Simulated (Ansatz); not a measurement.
# C3H8O2Si: the cost of one run

Method: RKS BLYP/def2-SVP, in Ansatz 0.2.0.

## Step 1: Starting point

Bond lengths: C1–C2 1.364 Å, C2–O3 1.386 Å, O3–Si4 1.693 Å, Si4–C5 1.860 Å, Si4–O6 1.715 Å, C1–H7 1.095 Å, C1–H8 1.021 Å, C2–H9 1.130 Å, Si4–H10 1.427 Å, C5–H11 1.117 Å, C5–H12 1.080 Å, C5–H13 1.140 Å, O6–H14 0.991 Å. Angles (14 of 20 angles, heavy atoms first): C1–C2–O3 122.6°, C2–O3–Si4 118.9°, O3–Si4–C5 109.9°, O3–Si4–O6 105.1°, C5–Si4–O6 109.5°, C1–C2–H9 120.9°, O3–C2–H9 116.5°, C2–C1–H7 116.5°, C2–C1–H8 121.7°, O3–Si4–H10 112.5°, C5–Si4–H10 112.5°, O6–Si4–H10 107.0°, Si4–C5–H11 108.6°, Si4–C5–H12 109.2°.

Coordinates:

```xyz
14

C     0.1985   -2.9822   -0.1978
C     0.2714   -1.7293    0.3363
O    -0.0110   -0.5871   -0.3966
Si    0.2538    0.9268    0.3143
C    -0.0481    2.2729   -0.9328
O    -0.9080    1.0396    1.5705
H    -0.1289   -3.0508   -1.2401
H     0.3921   -3.8157    0.3600
H     0.5850   -1.5733    1.4106
H     1.5394    1.0258    0.9246
H     0.0570    3.2607   -0.4222
H     0.7035    2.2151   -1.7062
H    -1.0963    2.2676   -1.3797
H    -1.8212    0.7006    1.3879
```

## Step 2: End point A

input.yaml reads:

```yaml
crystal:
  periodic: [false, false, false]
  atoms:
    - { symbol: C, position_ang: [0.1985, -2.9822, -0.1978] }
    - { symbol: C, position_ang: [0.2714, -1.7293, 0.3363] }
    - { symbol: O, position_ang: [-0.011, -0.5871, -0.3966] }
    - { symbol: Si, position_ang: [0.2538, 0.9268, 0.3143] }
    - { symbol: C, position_ang: [-0.0481, 2.2729, -0.9328] }
    - { symbol: O, position_ang: [-0.908, 1.0396, 1.5705] }
    - { symbol: H, position_ang: [-0.1289, -3.0508, -1.2401] }
    - { symbol: H, position_ang: [0.3921, -3.8157, 0.36] }
    - { symbol: H, position_ang: [0.585, -1.5733, 1.4106] }
    - { symbol: H, position_ang: [1.5394, 1.0258, 0.9246] }
    - { symbol: H, position_ang: [0.057, 3.2607, -0.4222] }
    - { symbol: H, position_ang: [0.7035, 2.2151, -1.7062] }
    - { symbol: H, position_ang: [-1.0963, 2.2676, -1.3797] }
    - { symbol: H, position_ang: [-1.8212, 0.7006, 1.3879] }
basis:
  gaussian: { orbitals: def2-SVP }
hamiltonian:
  xc: blyp
relax:
  f_tol: 0.02
  max_steps: 50
```

Command:

```sh
$ ansatz run input.yaml --threads 2 --pin off --max-ram 3072MiB --backend cpu --events-out ev --progress --plain --runs-dir out
```

**Question.** How long does this run take on 2 threads of Intel Xeon Platinum 8488C (Sapphire Rapids), shared host, and how much memory does it need?

About 25 s, with a peak of 0.19 GiB.
